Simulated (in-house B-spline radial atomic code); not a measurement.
# Ce²⁺: excited configurations

How much energy does it take to promote electrons of Ce²⁺ to other shells? Each configuration is solved by itself and compared with the reference.

Program: in-house B-spline radial atomic code version 1. Level of theory: scalar-relativistic (spin-free one-electron X2C) exchange-only LDA (Slater), spin-polarised, spherical fractional occupations, Fermi nucleus, basis-set limit. These are calculated values, not measurements, unless marked.

## (1) The atom as given

- element: cerium (Z = 58)
- charge: +2
- electrons: 56
- configuration: [Xe] 4f2
- Hamiltonian: scalar-relativistic (X2C)
- nucleus: Fermi, rms radius 4.877 fm

The outer shells:

[Xe] 4f2
```
[Xe] core
4f [↑ ][↑ ][  ][  ][  ][  ][  ]
```

Where spins are not typed, each open shell is filled with up spins first.

Settings of the run:

```ini
Z = 58
electrons = 56.0
configuration = [Xe] 4f2
hamiltonian = x2c
method = lda,
spin_polarised = True
nucleus = fermi
rms_radius = 4.8771
mass_number = 140
atomic_mass = 139.905448433
speed_of_light = 137.035999084
```

This reference run was done before. Its total energy is -8846.210274 hartree, and its levels are (the highest eight at most):

```csv
orbital,occupation,energy (eV),<r> (bohr)
4p down,3,-213.74,0.6771
4d up,5,-115.29,0.7508
4d down,5,-113.83,0.7506
5s up,1,-49.137,1.541
5s down,1,-48.037,1.549
5p up,3,-32.341,1.793
5p down,3,-31.437,1.808
4f up,2,-12.238,1.221
```

## (2) Run with [Kr] 4d10 4f2 5s2 5p5 6p1

Settings of the run:

```ini
Z = 58
electrons = 56.0
configuration = [Kr] 4d10 4f2 5s2 5p5 6p1
hamiltonian = x2c
method = lda,
spin_polarised = True
nucleus = fermi
rms_radius = 4.8771
mass_number = 140
atomic_mass = 139.905448433
speed_of_light = 137.035999084
```

## (3) Run with [Kr] 4d9 4f2 5s2 5p6 6s1

Settings: those of step 2 with these lines changed.

```diff
@@ -2,3 +2,3 @@
 electrons = 56.0
-configuration = [Kr] 4d10 4f2 5s2 5p5 6p1
+configuration = [Kr] 4d9 4f2 5s2 5p6 6s1
 hamiltonian = x2c
```

## (4) Configuration [Kr] 4d10 4f2 5s2 5p5 6f1

Settings: those of step 3 with these lines changed.

```diff
@@ -2,3 +2,3 @@
 electrons = 56.0
-configuration = [Kr] 4d9 4f2 5s2 5p6 6s1
+configuration = [Kr] 4d10 4f2 5s2 5p5 6f1
 hamiltonian = x2c
```

## (5) Configuration [Kr] 4d9 4f2 5s2 5p6 6d1

Settings: those of step 4 with these lines changed.

```diff
@@ -2,3 +2,3 @@
 electrons = 56.0
-configuration = [Kr] 4d10 4f2 5s2 5p5 6f1
+configuration = [Kr] 4d9 4f2 5s2 5p6 6d1
 hamiltonian = x2c
```

## (6) [Kr] 4d9 4f2 5s2 5p6 6f1

Settings: those of step 5 with these lines changed.

```diff
@@ -2,3 +2,3 @@
 electrons = 56.0
-configuration = [Kr] 4d9 4f2 5s2 5p6 6d1
+configuration = [Kr] 4d9 4f2 5s2 5p6 6f1
 hamiltonian = x2c
```

Before running: How far above the reference does each configuration lie (order and size, in eV)?

As calculated:

| net move | configuration | 2|M_S|+1 | energy above the reference (eV) | largest <r> (bohr) |
| --- | --- | --- | --- | --- |
| 5p → 6p | [Kr] 4d10 4f2 5s2 5p5 6p1 | 5 | 23.198 | 4.31 |
| 5p → 6f | [Kr] 4d10 4f2 5s2 5p5 6f1 | 5 | 31.847 | 10.1 |
| 4d → 6s | [Kr] 4d9 4f2 5s2 5p6 6s1 | 5 | 105.44 | 3.61 |
| 4d → 6d | [Kr] 4d9 4f2 5s2 5p6 6d1 | 5 | 114.06 | 5.95 |
| 4d → 6f | [Kr] 4d9 4f2 5s2 5p6 6f1 | 5 | 118.01 | 9.97 |

What this shows: At the bottom stands 5p → 6p (23.198 eV), at the top 4d → 6f (118.01 eV). 5 of them lie more than 60 % above minus the reference's highest level (12.238 eV), in the range where a state can decay by emitting an electron. The reference has 2|M_S|+1 = 3; 5 of the configurations differ from it in spin. These are spherical averages at the typed spins, not spectroscopic levels.
